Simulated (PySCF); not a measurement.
**[LaI4]−: other functionals and bases at one geometry**

The task here is to estimate one member of a computed series from the others.

Method: several levels, as the steps say, no spin–orbit coupling; program: PySCF 2.14.0.

1 further run of the same task is left out (for a known fault of the program). Runs told in other sessions of the task aren't counted.

## Starting geometry

5 atoms, charge -1, spin multiplicity 1.

Bond lengths: La1–I2 3.050 Å, La1–I3 3.050 Å, La1–I4 3.050 Å, La1–I5 3.050 Å. Angles: I2–La1–I3 109.5°, I2–La1–I4 109.5°, I2–La1–I5 109.5°, I3–La1–I4 109.5°, I3–La1–I5 109.5°, I4–La1–I5 109.5°.

As a file:

```xyz
5
charge -1, multiplicity 1
La    0.0000    0.0000    0.0000
I     1.7611    1.7611    1.7611
I    -1.7611   -1.7611    1.7611
I     1.7611   -1.7611   -1.7611
I    -1.7611    1.7611   -1.7611
```

Formal oxidation states: La +3. An earlier session relaxed this geometry at PBE0, La def2-SVP with ECP46, I def2-SVP with ECP28 (singlet, point group Td).

At PBE0 on the finer grid: E = -1222.880493 Eh, HOMO -4.02 eV, LUMO 1.83 eV, Mulliken charge on La1 +0.86 e, largest force component 0.010 eV/Å. 

Levels to run: M06-L; TPSS; PBE0, TZVP. Hardware: 4 threads of Intel Xeon 6975P-C (Granite Rapids), shared host.

Set-up of the first run:

Contents of run.py (the lines that set the calculation):

```python
mol = gto.M(atom='''
La     0.00000     0.00000     0.00000
I      1.76110     1.76110     1.76110
I     -1.76110    -1.76110     1.76110
I      1.76110    -1.76110    -1.76110
I     -1.76110     1.76110    -1.76110''',
    basis={'La': 'def2-SVP', 'I': 'def2-SVP'},
    ecp={'La': 'def2-SVP', 'I': 'def2-SVP'},
    charge=-1, spin=0)
mf = dft.RKS(mol, xc='M06L')
mf.grids.atom_grid = (75, 302)  # f atoms: unpruned, at least (60, 302)
mf = mf.density_fit()  # fitting sets: La def2-universal-JKFIT, I def2-universal-JKFIT
mf.conv_tol = 1e-08; mf.max_cycle = 55
mf.kernel(dm0)  # dm0: the density of the relaxed state
```

Started as:

```console
$ OMP_NUM_THREADS=4 python run.py
```

Steps of the session up to this table: M06-L; TPSS; PBE0, TZVP.

One of the session's tables, all rows but one given; the rest of the session is left out.

| level | HOMO (eV) | gap (eV) | charge on La1 (e) | largest force component (eV/Å) |
| --- | --- | --- | --- | --- |
| PBE0 (relaxed here) | -4.02 | 5.85 | 0.86 | 0.01 |
| M06-L | ? | ? | ? | ? |
| TPSS | -3.01 | 4.28 | 0.85 | 0.07 |
| PBE0, TZVP | -4.09 | 5.82 | 1.25 | 0.01 |

Estimate the missing values for M06-L.

As computed: HOMO (eV): -2.92; gap (eV): 4.42; charge on La1 (e): 0.87; largest force component (eV/Å): 0.13. In the column «HOMO (eV)» it is the highest.

In one basis the HOMO–LUMO gap runs from 4.28 eV (TPSS) to 5.85 eV (PBE0). The largest leftover force, 0.13 eV/Å with M06-L, stands at a geometry relaxed at another level. Total energies of different levels can't be compared.
